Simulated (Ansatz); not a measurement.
CuNi3 under changes of volume

One of the cells (11.000 Å³/atom); the others are scaled copies at fixed shape and fractional positions:

```
CELL_PARAMETERS angstrom
1.39521 -1.98715 0.00000
1.39521 1.98715 0.00000
0.00000 0.00000 7.93489
ATOMIC_POSITIONS crystal
Cu 0.00000 0.00000 0.00000
Ni 0.50000 0.50000 0.25469
Ni 0.00000 0.00000 0.50000
Ni 0.50000 0.50000 0.74531
```

The cell comes from a database or a generator and needn't be the stable form of this composition.

```yaml
Program: Ansatz 0.2.0
Functional: PBEsol
Potentials_or_basis: all-electron LAPW, scalar-relativistic
Cutoff: 340 eV (chosen from the basis error)
Basis_error_allowed: 0.001 eV/atom
k_mesh: 12 × 12 × 4
Occupations: fermi-dirac, width 0.05 eV
Spin: collinear spin, ferromagnetic start
Starting_moments: "[0.6, 1.0, 1.0, 1.0] μB"
```

| volume (Å³/atom) | energy over the lowest point (meV/atom) | pressure (GPa) | moment (μB per cell) | largest force (eV/Å) |
| --- | --- | --- | --- | --- |
| 10.340 | ? | ? | ? | ? |
| 10.560 | 0.00 | 1.8 | 1.23 | 0.043 |
| 10.780 | 0.71 | -2.5 | 1.27 | 0.013 |
| 11.000 | 6.95 | -6.3 | 1.32 | 0.015 |
| 11.220 | 18.06 | -9.6 | 1.37 | 0.041 |
| 11.440 | 33.45 | -12.5 | 1.42 | 0.065 |
| 11.660 | 52.61 | -15.1 | 1.48 | 0.087 |

Question: What does the run at 10.340 Å³/atom give?

Answer: Energy over the lowest point 5.53 meV/atom; pressure 6.6 GPa; moment 1.18 μB per cell; largest force 0.076 eV/Å.

Worked out: A Birch-Murnaghan fit of order 3 (a polynomial in V^(-2/3)) to the other rows has its minimum at 10.64 Å³/atom with B0 = V·E''(V) = 211 GPa and B' = 5.2 at fixed shape and positions, which overstates the stiffness. It gives 5.57 meV/atom at 10.340 Å³/atom, against the run's 5.53, and -dE/dV = 6.5 GPa, against 6.6. A straight line through the other rows of the moment, of slope 0.227 μB per Å³/atom, extrapolates to 1.17 μB, against the run's 1.18.

Energies are extrapolated to zero smearing.
